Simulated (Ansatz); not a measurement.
# C2H6FIn: from a rough start to a minimum

What shape does C2H6FIn take? The plan is to relax it, then compute its harmonic vibrations to see whether it is a minimum and to get the zero-point energy and entropy, and look at its orbitals and charge.

Computed with Ansatz 0.2.0, Gaussian basis. Level: RKS PBE0-D4/def2-TZVP.

Plan: relaxation at PBE0-D4/def2-TZVP; harmonic vibrations at the same level; a single point in def2-TZVPP for the fields.

### 1 Starting geometry

10 atoms, charge 0, spin multiplicity 1.

Atoms are counted from 1 here; the program's logs count them from 0.

Bond lengths: C1–In2 2.243 Å, C1–H5 1.086 Å, C1–H6 1.087 Å, C1–H7 1.087 Å, In2–C3 2.241 Å, In2–F4 1.988 Å, C3–H8 1.086 Å, C3–H9 1.087 Å, C3–H10 1.087 Å. Angles: In2–C1–H5 110.4°, In2–C1–H6 106.1°, In2–C1–H7 108.6°, H5–C1–H6 111.1°, H5–C1–H7 110.4°, H6–C1–H7 110.2°, C1–In2–C3 148.4°, C1–In2–F4 105.7°, C3–In2–F4 105.9°, In2–C3–H8 110.4°, In2–C3–H9 108.7°, In2–C3–H10 105.9°, H8–C3–H9 110.5°, H8–C3–H10 111.1°, H9–C3–H10 110.2°.

The start is a GFN2-xTB geometry. In takes the def2 core potential; no spin-orbit term is included.

### 2 Optimising with PBE0-D4/def2-TZVP

Input file in.yaml:

```yaml
crystal:
  periodic: [false, false, false]
  atoms:
    - {symbol: C, position_ang: [-0.947810, 1.945400, -0.214710]}
    - {symbol: In, position_ang: [-0.236890, -0.143400, 0.191100]}
    - {symbol: C, position_ang: [1.341370, -1.710040, -0.087300]}
    - {symbol: F, position_ang: [-1.672250, -1.001050, 1.266400]}
    - {symbol: H, position_ang: [-0.599910, 2.281790, -1.186870]}
    - {symbol: H, position_ang: [-2.033250, 1.905430, -0.180850]}
    - {symbol: H, position_ang: [-0.572150, 2.598210, 0.569130]}
    - {symbol: H, position_ang: [1.822660, -1.595770, -1.054160]}
    - {symbol: H, position_ang: [2.070390, -1.615470, 0.713530]}
    - {symbol: H, position_ang: [0.827850, -2.665090, -0.016280]}
basis:
  gaussian: {orbitals: def2-TZVP}
hamiltonian: {xc: pbe0, dispersion: d4}
relax: {f_tol: 0.005, max_steps: 150}
```

Command:

```
ansatz run in.yaml --threads 4 --pin off --events-out ev --progress --plain --max-ram 10444MiB
```

Further steps of the session: Vibrations by finite differences; Fields at the relaxed geometry.

**Question.** What will the summary of the whole plan be? Wanted: point group; shift from the start; total energy; dispersion term; dipole moment; lowest, highest wavenumber; zero-point energy; HOMO, LUMO.

**Answer**, as computed:

| quantity | value |
| --- | --- |
| point group | C2v |
| steps | 30 |
| shift from the start (rms) | 0.348 Å |
| total energy | -10060.4306 eV |
| dispersion term | -127 meV |
| dipole moment | 3.66 D |
| lowest, highest wavenumber | 30, 3171 cm⁻¹ |
| zero-point energy | 45.5 kcal/mol |
| entropy at 298.15 K | 375.8 J/(mol K) |
| HOMO, LUMO | -7.75, -1.00 eV |

What this shows: The atoms moved 0.35 Å (rms) from the start; the bond that changed most is C1–In2, from 2.243 to 2.131 Å. No mode is imaginary: a true minimum at this level. The stiffest mode, 3171 cm⁻¹, is a C–H stretch, and 5 modes under 200 cm⁻¹ make the vibrational entropy uncertain. Harmonic hybrid wavenumbers usually lie a few per cent above measured fundamentals. The largest Mulliken charge, +0.86 e, sits on In2. The HOMO lies mostly on C1, C3 about 25 % each; In2 13 % and the LUMO on In2 55 %; F4 9 %.
